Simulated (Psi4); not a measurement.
# ZrO (SMILES [O][Zr]) at M06-L/def2-TZVP (core potential)

What is the vertical singlet–triplet gap of ZrO at M06-L/def2-TZVP (core potential)? 

The results are computed with Psi4 1.11.

1 further run of the same task is left out (set aside as unsound or not needed).

### Step 1. The structure to begin with

ZrO: 2 atoms, total charge 0, spin state singlet. As SMILES, `[O][Zr]`. Geometry: the measured bond length.

Bond lengths: O1–Zr2 1.712 Å.

### Step 2. Energy and gradient at M06-L/def2-TZVP (core potential)

The input, ozr.py:

```python
import psi4

psi4.set_memory(1600000000)
psi4.set_num_threads(1)
psi4.core.set_output_file('ozr.out', False)

mol = psi4.geometry("""
0 1
O      0.000000     0.000000     0.000000
Zr     0.000000     0.000000     1.711600
symmetry c1
no_reorient
no_com
""")

options = {'puream': True, 'e_convergence': 1e-09, 'd_convergence': 1e-08, 'scf_type': 'pk', 'dft_radial_points': 99, 'dft_spherical_points': 590}
psi4.set_options(options)

e_tot, wfn = psi4.gradient('m06-l/def2-TZVP', return_wfn=True)
psi4.oeprop(wfn, 'QUADRUPOLE', 'WIBERG_LOWDIN_INDICES', 'MAYER_INDICES')
print('gradient / Eh bohr^-1')
print(e_tot.np.round(6))
print(f'energy = {wfn.energy():.10f} Eh')
for k, v in sorted(psi4.core.scalar_variables().items()):
    print(f'{k:45s} {v:18.10f}')
```

Command:

```
$ python ozr.py
```

ozr.out, shortened:

```text
[...]
    !!!  WARNING: ECP capability is in beta. Please check occupations closely.  !!!
[...]
  Running in c1 symmetry.
[...]
  Nuclear repulsion =   29.680423127085771
[...]
  Multiplicity = 1
[...]
  Nalpha       = 10
  Nbeta        = 10
[...]
    Number of basis functions: 71
[...]
   @RKS iter   1:  -121.79056309718354    9.94285e-02   1.43677e-02 ADIIS/DIIS
[...]
   @RKS iter  16:  -122.26730108166339   -1.56319e-13   6.17475e-09 DIIS
[...]
    Orbital Energies [Eh]
    ---------------------
    Doubly Occupied:
       1A    -18.976071     2A     -2.119899     3A     -1.294267
       4A     -1.275532     5A     -1.275532     6A     -0.854982
       7A     -0.323424     8A     -0.323424     9A     -0.319942
      10A     -0.165738
[...]
  @RKS Final Energy:  -122.26730108166339
   => Energetics <=
    Nuclear Repulsion Energy =             29.6804231270857706
    One-Electron Energy =                -240.7126338604473403
    Two-Electron Energy =                 103.1151407641049786
    DFT Exchange-Correlation Energy =     -14.3502311124067923
    Empirical Dispersion Energy =           0.0000000000000000
    VV10 Nonlocal Energy =                  0.0000000000000000
    Total Energy =                       -122.2673010816633905
[...]
  -Total Gradient:
     Atom            X                  Y                   Z
    ------   -----------------  -----------------  -----------------
       1       -0.000000000716    -0.000000001215     0.001257727362
       2        0.000000000739     0.000000001283    -0.001379554839
[...]
 Multipole Moments:
 ------------------------------------------------------------------------------------
     Multipole            Electronic (a.u.)      Nuclear  (a.u.)        Total (a.u.)
 ------------------------------------------------------------------------------------
 L = 1.  Multiply by 2.5417464519 to convert [e a0] to [Debye]
 Dipole X            :          0.0000001            0.0000000            0.0000001
 Dipole Y            :          0.0000003            0.0000000            0.0000003
 Dipole Z            :        -37.9018175           38.8134628            0.9116453
 Magnitude           :                                                    0.9116453
 L = 2.  Multiply by 1.3450342976 to convert [e a0^2] to [Debye ang]
 Quadrupole XX       :        -22.8501993            0.0000000          -22.8501993
 Quadrupole XY       :          0.0000000            0.0000000            0.0000000
[...]
```

On the terminal:

```text
gradient / Eh bohr^-1
[[-0.       -0.        0.001258]
 [ 0.        0.       -0.00138 ]]
energy = -122.2673010817 Eh
CURRENT ENERGY                                   -122.2673010817
CURRENT REFERENCE ENERGY                         -122.2673010817
DD SOLVATION ENERGY                                 0.0000000000
DFT FUNCTIONAL TOTAL ENERGY                      -122.2673010817
DFT TOTAL ENERGY                                 -122.2673010817
DFT VV10 ENERGY                                     0.0000000000
DFT XC ENERGY                                     -14.3502311124
GRID ELECTRONS ALPHA                                9.9999999329
GRID ELECTRONS BETA                                 9.9999999329
GRID ELECTRONS TOTAL                               19.9999998659
NUCLEAR REPULSION ENERGY                           29.6804231271
ONE-ELECTRON ENERGY                              -240.7126338604
PCM POLARIZATION ENERGY                             0.0000000000
PE ENERGY                                           0.0000000000
SCF ITERATION ENERGY                             -122.2673010817
SCF ITERATIONS                                     16.0000000000
SCF TOTAL ENERGY                                 -122.2673010817
TWO-ELECTRON ENERGY                               103.1151407641
XC GRID RADIAL POINTS                              99.0000000000
XC GRID SPHERICAL POINTS                          590.0000000000
XC GRID TOTAL POINTS                           112466.0000000000
```

Run time: 8.4 s. Hardware: 1 thread of Intel Xeon 6975P-C (Granite Rapids), shared host; peak memory 0.78 GiB.

### Step 3. The triplet: a single-point energy at UM06-L/def2-TZVP (core potential)

The input, job.dat:

```
memory 1.6 GB

molecule molecule1 {
  0 3
  O      0.000000     0.000000     0.000000
  Zr     0.000000     0.000000     1.711600
  symmetry c1
}

set basis def2-TZVP
set reference uks
set puream true
set e_convergence 1e-09
set d_convergence 1e-08
set scf_type pk
set dft_radial_points 99
set dft_spherical_points 590
set maxiter 100

E, wfn = energy('m06-l', return_wfn=True)
oeprop(wfn, 'MULLIKEN_CHARGES', 'MAYER_INDICES', 'LOWDIN_CHARGES', title='M06-L')
```

Command:

```
$ psi4 -n 1 job.dat job.out
```

job.out, shortened:

```text
[...]
    !!!  WARNING: ECP capability is in beta. Please check occupations closely.  !!!
[...]
  Running in c1 symmetry.
[...]
  Nuclear repulsion =   29.680423127085774
[...]
  Multiplicity = 3
[...]
  Nalpha       = 11
  Nbeta        = 9
[...]
    Number of basis functions: 71
[...]
   @UKS iter   1:  -121.82594509736134    6.91933e-02   1.46037e-02 DIIS/ADIIS
[...]
   @UKS iter  15:  -122.26326098189806   -6.57963e-12   8.01199e-09 DIIS
[...]
   @S^2 Observed:                2.004175689E+00
[...]
  @UKS Final Energy:  -122.26326098189806
   => Energetics <=
    Nuclear Repulsion Energy =             29.6804231270857741
    One-Electron Energy =                -241.8560653781731844
    Two-Electron Energy =                 104.4219983292200453
    DFT Exchange-Correlation Energy =     -14.5096170600306724
    Empirical Dispersion Energy =           0.0000000000000000
    VV10 Nonlocal Energy =                  0.0000000000000000
    Total Energy =                       -122.2632609818980569
[...]
 Multipole Moments:
 ------------------------------------------------------------------------------------
     Multipole            Electronic (a.u.)      Nuclear  (a.u.)        Total (a.u.)
 ------------------------------------------------------------------------------------
 L = 1.  Multiply by 2.5417464519 to convert [e a0] to [Debye]
 Dipole X            :         -0.0000001            0.0000000           -0.0000001
 Dipole Y            :          0.0000000            0.0000000            0.0000000
 Dipole Z            :         17.6195618          -16.1050990            1.5144628
 Magnitude           :                                                    1.5144628
[...]
  Mulliken Charges: (a.u.)
   Center  Symbol    Alpha    Beta     Spin     Total
       1     O     4.25685  4.32818 -0.07133 -0.58504
       2    ZR     6.74315  4.67182  2.07133  0.58504
   Total alpha = 11.00000, Total beta =  9.00000, Total charge = -0.00000
  Lowdin Charges: (a.u.)
   Center  Symbol    Alpha    Beta     Spin     Total
       1     O     4.13568  4.17888 -0.04320 -0.31456
       2    ZR     6.86432  4.82112  2.04320  0.31456
  Total alpha = 11.00000, Total beta =  9.00000, Total charge = -0.00000
[...]
```

Wall time 9 s (1 thread of Intel Xeon 6975P-C (Granite Rapids), shared host); peak memory 0.78 GiB.

### Step 4. Results

At M06-L/def2-TZVP (core potential):

| quantity | value |
| --- | --- |
| singlet: total energy | -122.26730 Eh |
| singlet: dipole moment | 2.32 D |
| singlet: HOMO energy | -4.51 eV |
| singlet: LUMO energy | -4.08 eV |
| singlet: HOMO–LUMO gap | 0.43 eV |
| singlet: largest force on an atom | 0.071 eV/Å |
| triplet: total energy | -122.26326 Eh |
| triplet: dipole moment | 3.85 D |
| triplet: HOMO energy (highest over α and β) | -3.42 eV |
| triplet: LUMO energy (lowest over α and β) | -2.36 eV |
| triplet: ⟨S²⟩ | 2.004 |
| vertical energy of the triplet above the singlet | 0.110 eV |

**Reading.** At this shape the triplet lies 0.11 eV (2.5 kcal/mol) above the singlet.
